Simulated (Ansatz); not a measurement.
From input file to script: BH3OSSi, SMILES S[SiH]1BO1 in Ansatz 0.2.0.

```yaml
crystal:
  periodic: [false, false, false]
  atoms:
    - { symbol: S, position_ang: [-1.9914, -0.0142, 0.6828] }
    - { symbol: Si, position_ang: [0.026, 0.4813, 0.3269] }
    - { symbol: B, position_ang: [1.1523, -1.102, -0.0383] }
    - { symbol: O, position_ang: [0.6157, -0.2816, -1.067] }
    - { symbol: H, position_ang: [-2.4037, 0.4868, -0.6241] }
    - { symbol: H, position_ang: [0.4555, 1.9045, 0.2364] }
    - { symbol: H, position_ang: [2.2068, -1.5428, 0.4376] }
basis:
  gaussian:
    orbitals: cc-pVDZ
hamiltonian:
  xc: b3lyp
output:
  orbitals: {}
  forces: true
```

`bh3ossi_energy.py`:
```python
"""Single point of BH3OSSi in a Gaussian basis."""

from dataclasses import dataclass
from pathlib import Path

import ansatz
import numpy as np
import pandas as pd


@dataclass(frozen=True)
class Options:
    basis_set: str = "cc-pVDZ"
    functional: str = "b3lyp"


settings = Options()

GEOMETRY = """
S    -1.99140   -0.01420    0.68280
Si    0.02600    0.48130    0.32690
B     1.15230   -1.10200   -0.03830
O     0.61570   -0.28160   -1.06700
H    -2.40370    0.48680   -0.62410
H     0.45550    1.90450    0.23640
H     2.20680   -1.54280    0.43760
"""


def main() -> None:
    mol = ansatz.Crystal.molecule()
    for line in GEOMETRY.strip().splitlines():
        symbol, *xyz = line.split()
        mol = mol.atom(symbol, [float(v) for v in xyz])

    setup = (
        mol.calculation()
        .basis(gaussian=settings.basis_set)
        .functional(settings.functional)
        .forces()
        .orbitals()
    )
    res = setup.run(threads=1, runs_dir="out")
    r = res.report

    for key in ("converged", "free_energy_ev", "reference_energy_ev", "n_frozen", "n_occupied", "n_virtual"):
        print(f"{key:22s} {r[key]}")

    symbols = [site.symbol for site in mol.cartesian_sites]
    print("forces (eV/A)")
    for symbol, f in zip(symbols, r["forces_ev_ang"]):
        print(f"  {symbol:2s} {f[0]:9.4f} {f[1]:9.4f} {f[2]:9.4f}")

    charges = r["charge_distribution"]
    table = pd.DataFrame({"atom": symbols, "mulliken": charges["mulliken_charges_e"], "lowdin": charges["lowdin_charges_e"]})
    print(table.round(3).to_string())
    print("dipole (e A):", np.round(charges["dipole_moment_e_ang"], 4) + 0.0)

    lines = Path(r["orbitals_path"]).read_text().splitlines()
    field_of = lambda key: [line.split("=")[1].strip() for line in lines if line.startswith(key)]
    orbitals = [(27.211386 * float(e), s, float(n)) for e, s, n in zip(field_of("Ene="), field_of("Spin="), field_of("Occup="))]
    homo = max(e for e, _, n in orbitals if n > 0.5)
    lumo = min(e for e, _, n in orbitals if n < 0.5)
    for e, spin, n in sorted(orbitals):
        if homo - 6 < e < lumo + 5:
            print(f"{spin:6s} {e:10.3f} eV  occupation {n:.0f}")


if __name__ == "__main__":
    main()
```

`python bh3ossi_energy.py` gives:
```text
converged              True
free_energy_ev         -21486.082809019652
reference_energy_ev    -21486.082809019652
n_frozen               0
n_occupied             [23, 23]
n_virtual              [56, 56]
forces (eV/A)
  S    -1.3904    0.8335   -1.8614
  Si    0.2530   -0.1104    2.1160
  B     0.1461    3.6220    0.2677
  O     1.9087   -3.1789   -1.0314
  H     0.2240   -0.5677    1.7389
  H    -0.2650    0.1131    0.0208
  H    -0.8764   -0.7116   -1.2506
  atom  mulliken  lowdin
0    S    -0.187   0.157
1   Si     0.288  -0.091
2    B     0.080  -0.355
3    O    -0.238   0.316
4    H     0.093   0.021
5    H    -0.048  -0.055
6    H     0.012   0.008
dipole (e A): [ 0.0776 -0.0004 -0.0305]
Alpha     -11.838 eV  occupation 2
Alpha     -11.352 eV  occupation 2
Alpha     -10.963 eV  occupation 2
Alpha     -10.480 eV  occupation 2
Alpha      -8.864 eV  occupation 2
Alpha      -7.392 eV  occupation 2
Alpha      -6.092 eV  occupation 2
Alpha      -2.121 eV  occupation 0
Alpha      -0.508 eV  occupation 0
Alpha       0.096 eV  occupation 0
Alpha       0.731 eV  occupation 0
Alpha       1.189 eV  occupation 0
```

These settings explore the input space; basis and method may be short of convergence. The geometry is a force-field or estimated start, not a minimum of this method, and the basis set is short of its limit. The Löwdin charges here are taken after orthogonalising the functions within each atom; they differ from plain Löwdin charges, and their signs can be unphysical. Alpha marks a spatial orbital of a restricted run, filled by both spins. b3lyp holds the VWN-RPA fit, as in Gaussian; the form of ORCA and Turbomole is b3lyp5. Levels such as HOMO and LUMO are orbital energies: with these approximate functionals they aren't the ionisation energy and electron affinity, and their gap isn't the fundamental gap. It ran for 4.2 s on 1 thread of Arm Neoverse V1 (shared host), peak memory 0.25 GiB.

(Lines on the test bed's own set-up are left out of the output.)
